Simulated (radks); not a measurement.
# Os⁺ in [Kr] 4d10 4f14 5s2 5p4 5d6 6s1 6d2: an all-electron calculation

One table from this session's results is given with a row withheld; the runs are named, their logs left out.

Method: scalar-relativistic Kohn-Sham, PBEsol, spin-unpolarised, spherical densities, finite nucleus. Code: radks (a radial shooting solver on a logarithmic mesh, Libxc functionals) version 1.

**What is computed**

| Property | Result |
| --- | --- |
| element | osmium (Z = 76) |
| charge | +1 |
| electrons | 75 |
| configuration | [Kr] 4d10 4f14 5s2 5p4 5d6 6s1 6d2 |
| nuclear rms radius | 5.4126 fm |

The outer shells:

Os⁺
```
[Kr] core
4d [↑↓][↑↓][↑↓][↑↓][↑↓]
4f [↑↓][↑↓][↑↓][↑↓][↑↓][↑↓][↑↓]
5s [↑↓]
5p [↑↓][↑ ][↑ ]
5d [↑↓][↑ ][↑ ][↑ ][↑ ]
6s [↑ ]
6d [↑ ][↑ ][  ][  ][  ]
```

Set-up of the first run:

Settings of this run:

```text
Z 76
configuration [Kr] 4d10 4f14 5s2 5p4 5d6 6s1 6d2 6p0 7s0 5f0 7d0
relativity scalar-relativistic
functional pbe_sol,pbe_sol
spin unpolarised
nucleus finite rms 5.4126 fm
c 137.035999084
```

One of the session's tables, all rows but one given; the rest of the session is left out.

It belongs to the step «Radial structure». From the orbitals of this run (lengths in bohr):

```
level      <r>  outermost maximum (interpolated)  90 % within  nodes
   1s  0.01774                            0.0110       0.0324      0
   2s  0.07493                            0.0634        0.116      1
   2p  0.06728                            0.0522        0.110      0
   3s   0.1940                             0.179        0.284      2
   3p   0.1946                             0.177        0.291      1
   3d   0.1762                             0.144        0.273      0
   4s   0.4320                             0.405        0.620      3
   4p   0.4595                             0.425        0.667      2
   4d   0.4888                             0.435        0.731      1
   5s   0.9937                             0.909         1.42      4
   4f   0.5525                             0.405        0.900      0
   5p    1.140                              1.02         1.65      3
   5d    1.538                              1.28         2.31      2
   6s    2.432                              2.18         3.50      5
   6p    3.070                              2.68         4.48      4
   7s    5.515                              5.19         7.75      6
   6d    4.993                              4.42         7.26      3
   5f        ?                                 ?            ?      ?
```

Estimate the missing values for 5f.

As computed: <r>: 6.150; outermost maximum (interpolated): 5.32; 90 % within: 9.49; nodes: 1. In the column «<r>» it is the highest.
